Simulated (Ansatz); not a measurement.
# CH₆BGa: how energies converge with the basis set

How large a basis does CH₆BGa need? Two functionals are run in growing sets.

The runs use Ansatz 0.2.0, Gaussian basis; one geometry, several basis sets.

Plan: PBE0-D4/def2-SVP; ωB97M-V/def2-SVP; PBE0-D4/def2-QZVPP; ωB97M-V/def2-QZVPP; the functionals' def2-TZVPP values are taken from earlier runs.

**1. The geometry**

The geometry comes from an earlier relaxation with PBE0-D4 in a triple-zeta def2 set; it is a stationary point, not always the lowest conformer.

9 atoms, charge 0, spin multiplicity 1.

Atoms are counted from 1 here; the program's logs count them from 0.

Bond lengths: B1–Ga2 2.069 Å, B1–H4 1.199 Å, B1–H5 1.199 Å, Ga2–C3 1.976 Å, Ga2–H6 1.583 Å, C3–H7 1.090 Å, C3–H8 1.094 Å, C3–H9 1.093 Å. Angles: Ga2–B1–H4 122.3°, Ga2–B1–H5 122.4°, H4–B1–H5 115.3°, B1–Ga2–C3 125.0°, B1–Ga2–H6 120.0°, C3–Ga2–H6 115.1°, Ga2–C3–H7 113.6°, Ga2–C3–H8 109.1°, Ga2–C3–H9 109.6°, H7–C3–H8 108.6°, H7–C3–H9 108.9°, H8–C3–H9 106.8°.

**2. PBE0-D4 in def2-SVP**

in.yaml

```yaml
crystal:
  periodic: [false, false, false]
  atoms:
    - {symbol: B, position_ang: [-1.123961, 0.868375, -1.440220]}
    - {symbol: Ga, position_ang: [0.141798, 0.646229, 0.181489]}
    - {symbol: C, position_ang: [0.722990, -1.085896, 0.935277]}
    - {symbol: H, position_ang: [-2.314554, 0.947545, -1.318770]}
    - {symbol: H, position_ang: [-0.718255, 0.934140, -2.567020]}
    - {symbol: H, position_ang: [0.724689, 1.924575, 0.911517]}
    - {symbol: H, position_ang: [0.266486, -1.948339, 0.449762]}
    - {symbol: H, position_ang: [1.810094, -1.169232, 0.844723]}
    - {symbol: H, position_ang: [0.490714, -1.117397, 2.003241]}
basis:
  gaussian: {orbitals: def2-SVP}
hamiltonian: {xc: pbe0, dispersion: d4}
output: {orbitals: {seedname: orbitals}}
```

Launch:

```
> ansatz run in.yaml --threads 2 --pin off --events-out ev --progress --plain --max-ram 20480MiB --backend cpu
```

After this run come: ωB97M-V in def2-SVP; PBE0-D4 in def2-QZVPP; ωB97M-V in def2-QZVPP.

Before running them: what should the planned runs give, taken together? Wanted: PBE0-D4: double and triple zeta above quadruple; ωB97M-V: double and triple zeta above quadruple.

As calculated:

| quantity | value |
| --- | --- |
| PBE0-D4: double and triple zeta above quadruple | 10.03, 1.30 eV |
| ωB97M-V: double and triple zeta above quadruple | 10.15, 1.26 eV |

For PBE0-D4 the step from double to triple zeta gains 8.74 eV and the next only 1.30 eV. These are total energies; as a rule much of such shifts cancels in differences, which this series doesn't test.
